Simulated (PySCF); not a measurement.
# C2H5NOSi: the cost of one run

Programs: PySCF 2.14.0, with density-fitted response routines of our own. Each step states its level of theory. These are calculated values for one molecule in the gas phase, unless marked as measured. Atoms count from 0, in the outputs and in this text.

## Step 1: The molecule as given

10 atoms, charge 0, multiplicity 1; geometry from: GFN2-xTB. The atoms were then displaced at random by about 0.01 Å, so the start is not that level's minimum.

Bonds of the start (Å): C0–Si1 1.87, Si1–O2 1.63, Si1–C3 1.90, C3–N4 1.13, C0–H5 1.12, C0–H6 1.07, C0–H7 1.09, Si1–H8 1.49, O2–H9 0.97.

## Step 2: Geometry optimisation at PBE0-D3(BJ)/def2-SVP

Job settings and geometry (Å):

```
{"job": {"xc": "PBE0", "basis": "def2-SVP", "d3": "d3bj", "grid": 1, "shake": 0.01, "kind": "geom"}, "charge": 0, "multiplicity": 1}
C     -1.353320    -0.420680    -0.223340
Si     0.263770     0.265580     0.419790
O      0.474260     1.690370    -0.336230
C      1.667770    -0.920820    -0.068220
N      2.466060    -1.658300    -0.366990
H     -2.191680     0.285090     0.015770
H     -1.591750    -1.366380     0.205920
H     -1.339500    -0.503590    -1.313150
H      0.362670     0.404400     1.897000
H      1.292160     2.203390    -0.251610
```

The run is started by

```sh
$ OMP_NUM_THREADS=1 python probes_run.py task.json out
```

This one command runs all jobs of the session in turn.

**Question.** How long does this first job take on 1 thread of Arm Neoverse V1, shared host, and how much memory does it need?

About 32 s, with a peak of 0.4 GiB.
